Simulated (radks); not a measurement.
# Taking charge from the 5s level of Hf³⁺ in fractions

An exercise on one series of results from a longer session: the logs are not shown, and one member is left open.

Method: Dirac Kohn-Sham, BLYP, spin-unpolarised, spherical densities, finite nucleus; open shells fill j = l - 1/2 first. Code: radks (a radial shooting solver on a logarithmic mesh, Libxc functionals) version 1.

### What is computed

* element: hafnium (Z = 72)
* charge: +3
* electrons: 69
* configuration: [Xe] 4f14 5d1
* nuclear rms radius: 5.347 fm

The first run:

The run's settings:

```text
Z 72
configuration [Xe] 4f14 5d1
relativity Dirac
functional b88,lyp
spin unpolarised
j_filling energy
nucleus finite rms 5.347 fm
c 137.035999084
```

Steps of the session up to this table: Start: [Xe] 4f14 5d1.

One of the session's tables, all rows but one given; the rest of the session is left out.

It belongs to the step «Start: [Xe] 4f14 5d1». From the orbitals of this run (lengths in bohr):

```
level     <r>  outermost maximum (interpolated)  90 % within  nodes
4d5/2       ?                                 ?            ?      ?
5s1/2   1.131                              1.02         1.63      4
5p1/2   1.254                              1.10         1.83      3
5p3/2   1.357                              1.18         1.99      3
4f5/2  0.6676                             0.452         1.13      0
4f7/2  0.6797                             0.457         1.15      0
5d3/2   1.929                              1.56         2.95      2
5d5/2   1.977                              1.60         3.02      2
```

**Question.** Estimate the row for 4d5/2.

**Answer.** <r>: 0.5401; outermost maximum (interpolated): 0.475; 90 % within: 0.812; nodes: 1. In the column «<r>» it is the lowest.
